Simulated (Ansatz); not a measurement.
# C3H6ClIn: a spread of methods and bases

Aim: run C3H6ClIn under a spread of inputs, and see what each costs and gives.

Program: Ansatz 0.2.0, Gaussian basis. Level of theory: the settings change from run to run. These are calculated values, not measurements.

3 further runs of the same task are left out: 3 for a known fault of the program. Runs told in other sessions of the task aren't counted.

**1. The relaxed structure**

An earlier PBE0-D4 in a triple-zeta def2 set relaxation fixed the geometry. In takes a core potential in def2 sets; no spin-orbit term is included.

SMILES `C=[CH][In]([CH3])[Cl]`, 11 atoms, charge 0, spin multiplicity 1.

Atoms are counted from 1 here; the program's logs count them from 0.

Bond lengths: C1–C2 1.330 Å, C1–H6 1.087 Å, C1–H7 1.089 Å, C2–In3 2.118 Å, C2–H8 1.088 Å, In3–C4 2.131 Å, In3–Cl5 2.370 Å, C4–H9 1.091 Å, C4–H10 1.091 Å, C4–H11 1.089 Å. Angles: C2–C1–H6 121.9°, C2–C1–H7 121.8°, H6–C1–H7 116.2°, C1–C2–In3 120.2°, C1–C2–H8 119.0°, In3–C2–H8 120.8°, C2–In3–C4 140.7°, C2–In3–Cl5 107.9°, C4–In3–Cl5 111.4°, In3–C4–H9 108.7°, In3–C4–H10 108.7°, In3–C4–H11 112.0°, H9–C4–H10 108.3°, H9–C4–H11 109.6°, H10–C4–H11 109.6°.

As a file:

```xyz
11
charge 0, multiplicity 1
C     0.0396    2.4980    0.6041
C     0.3486    1.2541    0.9589
In   -0.1220   -0.3673   -0.3203
C     0.0490   -2.4885   -0.4254
Cl   -1.1815    0.5117   -2.2491
H    -0.4558    2.7213   -0.3371
H     0.2690    3.3507    1.2408
H     0.8444    1.0853    1.9122
H    -0.9502   -2.9146   -0.5248
H     0.6225   -2.7486   -1.3160
H     0.5363   -2.9021    0.4567
```

**2. BHLYP/def2-TZVPP**

The input, in.yaml:

```yaml
crystal:
  periodic: [false, false, false]
  atoms:
    - {symbol: C, position_ang: [0.039615, 2.498020, 0.604106]}
    - {symbol: C, position_ang: [0.348649, 1.254125, 0.958945]}
    - {symbol: In, position_ang: [-0.121975, -0.367280, -0.320314]}
    - {symbol: C, position_ang: [0.048985, -2.488499, -0.425383]}
    - {symbol: Cl, position_ang: [-1.181480, 0.511650, -2.249131]}
    - {symbol: H, position_ang: [-0.455761, 2.721297, -0.337125]}
    - {symbol: H, position_ang: [0.268976, 3.350679, 1.240757]}
    - {symbol: H, position_ang: [0.844379, 1.085286, 1.912211]}
    - {symbol: H, position_ang: [-0.950192, -2.914593, -0.524810]}
    - {symbol: H, position_ang: [0.622472, -2.748582, -1.315966]}
    - {symbol: H, position_ang: [0.536322, -2.902102, 0.456709]}
basis:
  gaussian: {orbitals: def2-TZVPP}
hamiltonian: {xc: {name: BHLYP}}
output: {forces: true}
```

The run is started by

```bash
$ ansatz run in.yaml --threads 4 --pin off --events-out ev --progress --plain --max-ram 10444MiB
```

Log (excerpt; [...] marks lines left out):

```text
Functional definition: BHLYP
  name "BHLYP"
  cite "Becke, J. Chem. Phys. 98, 1372 (1993) doi:10.1063/1.464304"
  cite "Becke, Phys. Rev. A 38, 3098 (1988) doi:10.1103/PhysRevA.38.3098"
  cite "Lee, Yang & Parr, Phys. Rev. B 37, 785 (1988) doi:10.1103/PhysRevB.37.785"
[...]
1886 factors; their error is unknown
[...]
mean field -20903.50888368 eV, -768.1897825681 hartree, gradient 3.4e-5 eV, S^2 0.000000; 0 other end points of the search recorded, 0 dependent functions left out
[...]
reference -20903.50909786 eV, -768.1897904391 hartree; 31, 31 occupied and 238, 238 virtual orbitals, 1886 factors
Total energy: -20903.50909786 eV, -768.1897904391 hartree
Atom 0 at     0.039615     2.498020     0.604106 Å, force     0.042663    -0.087826     0.065550 eV/Å
Atom 1 at     0.348649     1.254125     0.958945 Å, force     0.044591     0.354977     0.164348 eV/Å
Atom 2 at    -0.121975    -0.367280    -0.320314 Å, force     0.003802     0.031545     0.013392 eV/Å
Atom 3 at     0.048985    -2.488499    -0.425383 Å, force     0.026239    -0.337347    -0.014868 eV/Å
Atom 4 at    -1.181480     0.511650    -2.249131 Å, force    -0.043159     0.018557    -0.082005 eV/Å
Atom 5 at    -0.455761     2.721297    -0.337125 Å, force     0.172045    -0.064616     0.330088 eV/Å
Atom 6 at     0.268976     3.350679     1.240757 Å, force    -0.076425    -0.270636    -0.209180 eV/Å
Atom 7 at     0.844379     1.085286     1.912211 Å, force    -0.160919     0.104930    -0.298857 eV/Å
Atom 8 at    -0.950192    -2.914593    -0.524810 Å, force     0.296244     0.103468     0.035055 eV/Å
Atom 9 at     0.622472    -2.748582    -1.315966 Å, force    -0.160801     0.054625     0.264224 eV/Å
Atom 10 at     0.536322    -2.902102     0.456709 Å, force    -0.144279     0.092321    -0.267746 eV/Å
Dipole moment:     0.342676    -0.261500     0.628729 e Å
```

Wall time 2.1 s (4 threads of AMD EPYC 9R45, shared host); peak memory 0.92 GiB.

Largest force 0.394 eV/Å, dipole 3.66 D.

**3. wPBEh/def2-mTZVP**

Edit in.yaml of step 2 so:

```diff
@@ -15,4 +15,4 @@
 basis:
-  gaussian: {orbitals: def2-TZVPP}
-hamiltonian: {xc: {name: BHLYP}}
+  gaussian: {orbitals: def2-mTZVP}
+hamiltonian: {xc: {name: wPBEh}}
 output: {forces: true}
```

The command is unchanged.

Log (excerpt; [...] marks lines left out):

```text
Functional definition: wPBEh
  name "wPBEh"
  cite "Heyd, Scuseria & Ernzerhof, J. Chem. Phys. 118, 8207 (2003) doi:10.1063/1.1564060"
  cite "Krukau, Vydrov, Izmaylov & Scuseria, J. Chem. Phys. 125, 224106 (2006) doi:10.1063/1.2404663"
  cite "Heyd & Scuseria, J. Chem. Phys. 120, 7274 (2004) doi:10.1063/1.1668634"
  cite "Ernzerhof & Perdew, J. Chem. Phys. 109, 3313 (1998) doi:10.1063/1.476928"
  cite "Perdew, Burke & Ernzerhof, Phys. Rev. Lett. 77, 3865 (1996) doi:10.1103/PhysRevLett.77.3865"
  parent pbe
[...]
1363 factors; integrals over basis functions are off by at most 1.0e-3 eV
132 factors; integrals over basis functions are off by at most 3.1e-7 eV
[...]
mean field -20899.72934366 eV, -768.0508870341 hartree, gradient 3.9e-5 eV, S^2 0.000000; 0 other end points of the search recorded, 0 dependent functions left out
[...]
Atom 1 at     0.348649     1.254125     0.958945 Å, force     0.031448     0.082080     0.080694 eV/Å
Atom 2 at    -0.121975    -0.367280    -0.320314 Å, force     0.063467    -0.054448     0.114383 eV/Å
Atom 3 at     0.048985    -2.488499    -0.425383 Å, force     0.002653    -0.058348    -0.003238 eV/Å
Atom 4 at    -1.181480     0.511650    -2.249131 Å, force    -0.112174     0.088677    -0.204963 eV/Å
Atom 5 at    -0.455761     2.721297    -0.337125 Å, force     0.004905     0.035212     0.017642 eV/Å
Atom 6 at     0.268976     3.350679     1.240757 Å, force    -0.007311     0.016692    -0.010976 eV/Å
Atom 7 at     0.844379     1.085286     1.912211 Å, force     0.002070     0.001428     0.004480 eV/Å
Atom 8 at    -0.950192    -2.914593    -0.524810 Å, force     0.034634    -0.039010     0.000730 eV/Å
Atom 9 at     0.622472    -2.748582    -1.315966 Å, force    -0.012066    -0.044554     0.023427 eV/Å
Atom 10 at     0.536322    -2.902102     0.456709 Å, force    -0.009791    -0.032695    -0.026613 eV/Å
Dipole moment:     0.345221    -0.257477     0.634657 e Å
```

Wall time 1.2 s (4 threads of AMD EPYC 9R45, shared host).

Largest force 0.250 eV/Å, dipole 3.68 D.

**4. B2PLYP/def2-SVP**

Edit in.yaml of step 3 so:

```diff
@@ -15,4 +15,4 @@
 basis:
-  gaussian: {orbitals: def2-mTZVP}
-hamiltonian: {xc: {name: wPBEh}}
+  gaussian: {orbitals: def2-SVP}
+hamiltonian: {xc: {name: B2PLYP}}
 output: {forces: true}
```

Launched as before.

Log (excerpt; [...] marks lines left out):

```text
Functional definition: B2PLYP
  name "B2PLYP"
  cite "Grimme, J. Chem. Phys. 124, 034108 (2006) doi:10.1063/1.2148954"
  cite "Becke, Phys. Rev. A 38, 3098 (1988) doi:10.1103/PhysRevA.38.3098"
  cite "Lee, Yang & Parr, Phys. Rev. B 37, 785 (1988) doi:10.1103/PhysRevB.37.785"
[...]
1248 factors; integrals over basis functions are off by at most 1.3e-3 eV
[...]
mean field -20878.42265510 eV, -767.2678806718 hartree, gradient 4.9e-6 eV, S^2 0.000000; 0 other end points of the search recorded, 0 dependent functions left out
12 core orbitals not correlated: weight in the atoms' cores, before any rotation towards them, 1.000 or more for the frozen orbitals, at most 0.000 for the correlated occupied ones
reference -20878.42283154 eV, -767.2678871560 hartree; 19, 19 occupied and 85, 85 virtual orbitals, 1248 factors
second order -21.14829197 eV of doubles, -0.00000000 eV of singles
[...]
Atom 1 at     0.348649     1.254125     0.958945 Å, force     0.166131    -0.549225     0.216560 eV/Å
Atom 2 at    -0.121975    -0.367280    -0.320314 Å, force    -0.001176    -0.029860    -0.009274 eV/Å
Atom 3 at     0.048985    -2.488499    -0.425383 Å, force     0.028548    -0.062777     0.047576 eV/Å
Atom 4 at    -1.181480     0.511650    -2.249131 Å, force    -0.159621     0.145021    -0.287754 eV/Å
Atom 5 at    -0.455761     2.721297    -0.337125 Å, force    -0.124372     0.060728    -0.234858 eV/Å
Atom 6 at     0.268976     3.350679     1.240757 Å, force     0.053768     0.231198     0.155927 eV/Å
Atom 7 at     0.844379     1.085286     1.912211 Å, force     0.131597    -0.015213     0.259325 eV/Å
Atom 8 at    -0.950192    -2.914593    -0.524810 Å, force    -0.245882    -0.118432    -0.013489 eV/Å
Atom 9 at     0.622472    -2.748582    -1.315966 Å, force     0.153206    -0.076998    -0.215118 eV/Å
Atom 10 at     0.536322    -2.902102     0.456709 Å, force     0.122008    -0.138267     0.213279 eV/Å
Dipole moment:     0.305629    -0.240143     0.559333 e Å
```

It took 1.9 s on 4 threads of AMD EPYC 9R45, shared host.

Largest force 0.613 eV/Å, dipole 3.27 D.

**5. wPBEh/ANO-RCC-VTZP**

Edit in.yaml of step 4 so:

```diff
@@ -15,4 +15,4 @@
 basis:
-  gaussian: {orbitals: def2-SVP}
-hamiltonian: {xc: {name: B2PLYP}}
+  gaussian: {orbitals: ANO-RCC-VTZP}
+hamiltonian: {xc: {name: wPBEh}}
 output: {forces: true}
```

Launched as before.

Log (excerpt; [...] marks lines left out):

```text
Functional definition: wPBEh
  name "wPBEh"
  cite "Heyd, Scuseria & Ernzerhof, J. Chem. Phys. 118, 8207 (2003) doi:10.1063/1.1564060"
  cite "Krukau, Vydrov, Izmaylov & Scuseria, J. Chem. Phys. 125, 224106 (2006) doi:10.1063/1.2404663"
  cite "Heyd & Scuseria, J. Chem. Phys. 120, 7274 (2004) doi:10.1063/1.1668634"
  cite "Ernzerhof & Perdew, J. Chem. Phys. 109, 3313 (1998) doi:10.1063/1.476928"
  cite "Perdew, Burke & Ernzerhof, Phys. Rev. Lett. 77, 3865 (1996) doi:10.1103/PhysRevLett.77.3865"
  parent pbe
[...]
2148 factors; their error is unknown
138 factors; integrals over basis functions are off by at most 1.7e-6 eV
[...]
mean field -175783.86596927 eV, -6459.9379237867 hartree, gradient 2.1e-5 eV, S^2 0.000000; 0 other end points of the search recorded, 0 dependent functions left out
[...]
Atom 1 at     0.348649     1.254125     0.958945 Å, force     0.031486     0.052141     0.074476 eV/Å
Atom 2 at    -0.121975    -0.367280    -0.320314 Å, force     0.025901    -0.013990     0.047954 eV/Å
Atom 3 at     0.048985    -2.488499    -0.425383 Å, force     0.005732    -0.105845    -0.007189 eV/Å
Atom 4 at    -1.181480     0.511650    -2.249131 Å, force    -0.044175     0.030085    -0.081624 eV/Å
Atom 5 at    -0.455761     2.721297    -0.337125 Å, force     0.021772    -0.004613     0.042917 eV/Å
Atom 6 at     0.268976     3.350679     1.240757 Å, force    -0.008885    -0.034067    -0.024776 eV/Å
Atom 7 at     0.844379     1.085286     1.912211 Å, force    -0.022955     0.007721    -0.044112 eV/Å
Atom 8 at    -0.950192    -2.914593    -0.524810 Å, force     0.041851     0.015987     0.004281 eV/Å
Atom 9 at     0.622472    -2.748582    -1.315966 Å, force    -0.022631     0.008572     0.035916 eV/Å
Atom 10 at     0.536322    -2.902102     0.456709 Å, force    -0.020566     0.016651    -0.037636 eV/Å
Dipole moment:     0.341242    -0.255553     0.627107 e Å
```

Run time: 8 s. Hardware: 4 threads of AMD EPYC 9R45, shared host; peak memory 1.6 GiB.

Largest force 0.106 eV/Å, dipole 3.64 D.

**6. r2SCAN0/STO-3G**

This run has D3(BJ) with three-body dispersion, high accuracy.

Edit in.yaml of step 5 so:

```diff
@@ -15,4 +15,4 @@
 basis:
-  gaussian: {orbitals: ANO-RCC-VTZP}
-hamiltonian: {xc: {name: wPBEh}}
-output: {forces: true}
+  gaussian: {orbitals: STO-3G}
+hamiltonian: {xc: {name: r2SCAN0}, dispersion: d3bjatm}
+accuracy: high
```

Launched as before.

Log (excerpt; [...] marks lines left out):

```text
Functional definition: r2SCAN0
  name "r2SCAN0"
  cite "Bursch, Neugebauer, Ehlert & Grimme, J. Chem. Phys. 156, 134105 (2022) doi:10.1063/5.0086040"
  cite "Furness, Kaplan, Ning, Perdew & Sun, J. Phys. Chem. Lett. 11, 8208 (2020) doi:10.1021/acs.jpclett.0c02405"
  cite "Furness, Kaplan, Ning, Perdew & Sun, J. Phys. Chem. Lett. 11, 9248 (2020) doi:10.1021/acs.jpclett.0c03077"
  parent r2scan
[...]
1157 factors; integrals over basis functions are off by at most 4.9e-9 eV
[...]
mean field -170257.72237778 eV, -6256.8558925544 hartree, gradient 3.9e-8 eV, S^2 0.000000; 0 other end points of the search recorded, 0 dependent functions left out
reference -170257.72237823 eV, -6256.8558925706 hartree; 45, 45 occupied and 12, 12 virtual orbitals, 1157 factors
Total energy: -170257.80730247 eV, -6256.8590134791 hartree
```

It took 1.4 s on 4 threads of AMD EPYC 9R45, shared host.

**7. PBE0/x2c-TZVPPall**

This run has charge -1, multiplicity 2, relativity set to scalar, high accuracy.

Edit in.yaml of step 6 so:

```diff
@@ -15,4 +15,7 @@
 basis:
-  gaussian: {orbitals: STO-3G}
-hamiltonian: {xc: {name: r2SCAN0}, dispersion: d3bjatm}
+  gaussian: {orbitals: x2c-TZVPPall}
+total_charge: -1
+magnetization: {spin_polarized: true, initial_magnetization: 1}
+hamiltonian: {xc: {name: PBE0}, pseudopotentials: {relativity: scalar}}
 accuracy: high
+output: {forces: true}
```

The command is unchanged.

Log (excerpt; [...] marks lines left out):

```text
Functional definition: PBE0
  name "PBE0"
  cite "Adamo & Barone, J. Chem. Phys. 110, 6158 (1999) doi:10.1063/1.478522"
  cite "Perdew, Burke & Ernzerhof, Phys. Rev. Lett. 77, 3865 (1996) doi:10.1103/PhysRevLett.77.3865"
  parent pbe
[...]
4935 factors; integrals over basis functions are off by at most 1.5e-7 eV
[...]
mean field -175788.11254255 eV, -6460.0939824763 hartree, gradient 5.0e-8 eV, S^2 0.761896; 2 other end points of the search recorded, 0 dependent functions left out
[...]
reference -175788.11254629 eV, -6460.0939826140 hartree; 46, 45 occupied and 233, 234 virtual orbitals, 4935 factors
Total energy: -175788.11254629 eV, -6460.0939826140 hartree
Relativity: scalar
Atom 0 at     0.039615     2.498020     0.604106 Å, force    -0.163016     1.208463    -0.071795 eV/Å
Atom 1 at     0.348649     1.254125     0.958945 Å, force     0.030940    -1.172449    -0.185347 eV/Å
Atom 2 at    -0.121975    -0.367280    -0.320314 Å, force     0.554348     0.199808     1.149111 eV/Å
Atom 3 at     0.048985    -2.488499    -0.425383 Å, force    -0.105102    -0.413937    -0.291956 eV/Å
Atom 4 at    -1.181480     0.511650    -2.249131 Å, force    -0.445637     0.289992    -0.828279 eV/Å
Atom 5 at    -0.455761     2.721297    -0.337125 Å, force     0.017734     0.017025     0.039189 eV/Å
Atom 6 at     0.268976     3.350679     1.240757 Å, force     0.002181     0.103086     0.026284 eV/Å
Atom 7 at     0.844379     1.085286     1.912211 Å, force     0.017041    -0.028591     0.028130 eV/Å
Atom 8 at    -0.950192    -2.914593    -0.524810 Å, force     0.050071    -0.096674     0.049868 eV/Å
Atom 9 at     0.622472    -2.748582    -1.315966 Å, force     0.028029    -0.099790     0.060193 eV/Å
Atom 10 at     0.536322    -2.902102     0.456709 Å, force     0.013411    -0.006931     0.024602 eV/Å
Dipole moment:     0.160940    -0.455232     0.225026 e Å
```

It took 20 s on 4 threads of AMD EPYC 9R45, shared host; peak memory 2.9 GiB.

Largest force 1.291 eV/Å, ⟨S²⟩ 0.762.

**8. revPBE0/def2-TZVPD**

This run has charge -1, multiplicity 2, atoms shaken by 0.15 Å, D3(BJ) with three-body dispersion.

The input, in.yaml:

```yaml
crystal:
  periodic: [false, false, false]
  atoms:
    - {symbol: C, position_ang: [-0.083468, 2.593340, 0.683277]}
    - {symbol: C, position_ang: [0.484990, 1.345556, 0.712243]}
    - {symbol: In, position_ang: [0.065752, -0.417050, -0.333495]}
    - {symbol: C, position_ang: [0.005686, -2.673373, -0.569687]}
    - {symbol: Cl, position_ang: [-1.318869, 0.590170, -2.037759]}
    - {symbol: H, position_ang: [-0.481600, 2.701599, -0.184801]}
    - {symbol: H, position_ang: [0.366078, 3.183666, 1.545773]}
    - {symbol: H, position_ang: [0.535137, 1.055173, 2.090409]}
    - {symbol: H, position_ang: [-0.641907, -3.159919, -0.422779]}
    - {symbol: H, position_ang: [0.480880, -2.574204, -1.264764]}
    - {symbol: H, position_ang: [0.548907, -2.924531, 0.543341]}
basis:
  gaussian: {orbitals: def2-TZVPD}
total_charge: -1
magnetization: {spin_polarized: true, initial_magnetization: 1}
hamiltonian: {xc: {name: revPBE0}, dispersion: d3bjatm}
```

Same command.

Log (excerpt; [...] marks lines left out):

```text
Functional definition: revPBE0
  name "revPBE0"
  cite "Zhang & Yang, Phys. Rev. Lett. 80, 890 (1998) doi:10.1103/PhysRevLett.80.890"
  cite "Adamo & Barone, J. Chem. Phys. 110, 6158 (1999) doi:10.1063/1.478522"
  cite "Perdew, Burke & Ernzerhof, Phys. Rev. Lett. 77, 3865 (1996) doi:10.1103/PhysRevLett.77.3865"
[...]
1649 factors; their error is unknown
[...]
mean field -20898.56967557 eV, -768.0082700178 hartree, gradient 1.6e-5 eV, S^2 0.761896; 3 other end points of the search recorded, 0 dependent functions left out
reference -20898.56975268 eV, -768.0082728515 hartree; 32, 31 occupied and 235, 236 virtual orbitals, 1649 factors
Total energy: -20899.09178678 eV, -768.0274572511 hartree
```

Run time: 6.5 s. Hardware: 4 threads of AMD EPYC 9R45, shared host; peak memory 1.2 GiB.

⟨S²⟩ 0.762.

**9. The runs in one table**

| level | charge | multiplicity | geometry | functions | energy (eV) | time |
| --- | --- | --- | --- | --- | --- | --- |
| BHLYP/def2-TZVPP | 0 | 1 | relaxed | 269 | -20903.509 | 2.1 s |
| wPBEh/def2-mTZVP | 0 | 1 | relaxed | 133 | -20899.729 | 1.2 s |
| B2PLYP/def2-SVP | 0 | 1 | relaxed | 116 | -20884.133 | 1.9 s |
| wPBEh/ANO-RCC-VTZP | 0 | 1 | relaxed | 276 | -175783.866 | 8 s |
| r2SCAN0/STO-3G | 0 | 1 | relaxed | 57 | -170257.807 | 1.4 s |
| PBE0/x2c-TZVPPall | -1 | 2 | relaxed | 279 | -175788.113 | 20 s |
| revPBE0/def2-TZVPD | -1 | 2 | shaken | 267 | -20899.092 | 6.5 s |

**10. Summary of results**

```
                                         quantity                    value
                                             runs                        7
                                         quickest  wPBEh/def2-mTZVP, 1.2 s
                                          slowest  PBE0/x2c-TZVPPall, 20 s
spread of total energies, same state and geometry              154899.7 eV
                  dipole, same state and geometry           3.27 to 3.68 D
```

What this shows: PBE0/x2c-TZVPPall took 16 times as long as wPBEh/def2-mTZVP. The jobs differ in tasks and options as well as level. Total energies at one charge and spin differ by 154900 eV between levels, so only differences within one level mean anything. Some of these runs are scalar-relativistic and others not, which shifts the totals of all-electron atoms past neon by several eV an atom and more; core potentials, where a basis has them, take the core out of the total altogether. At the PBE0-D4/def2-TZVP geometry and in the same state, the sound runs without point charges leave forces up to 0.61 eV/Å (B2PLYP/def2-SVP). At that geometry and state the dipole changes by 13 % between the lowest and highest value.
